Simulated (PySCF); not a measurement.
Molecule: NVOCl2H2, in a box.

```xyz
7
Lattice="12.0000 0.0000 0.0000 0.0000 13.0000 0.0000 0.0000 0.0000 13.0000" Properties=species:S:1:pos:R:3 pbc="T T T"
N     5.6523    7.3445    7.4713
V     6.2628    6.3222    6.2132
O     7.2906    5.4922    7.0029
Cl    4.7169    4.9731    5.5100
Cl    7.1294    7.4589    4.6283
H     4.8987    8.0151    7.2886
H     5.8977    7.4042    8.4180
```

The cell isn't the ideal one: atoms moved at random, drawn with an rms of 0.05 Å.

Base run:

* Program: PySCF 2.14.0
* Functional: revPBE
* Dispersion: D3(BJ)
* Potentials or basis: def2-svp (all-electron)
* k mesh: 1 × 1 × 1
* Occupations: fixed
* Spin: no spin polarisation

Its results: gap between the frontier levels 3.28 eV.

Q: The run is repeated on the same cell with these changes: functional from revPBE to HSE06. What comes out?

A: Gap between the frontier levels 4.62 eV.

HSE06 gives the wider gap, since exact exchange removes part of the self-interaction.

Caveats: this is a molecule in a periodic box at the Γ point, so its band gap is the HOMO-LUMO gap; the basis of atomic orbitals isn't converged, which shifts pressures, moduli and gaps; this program's HSE differs a little from the usual definition (some runs).

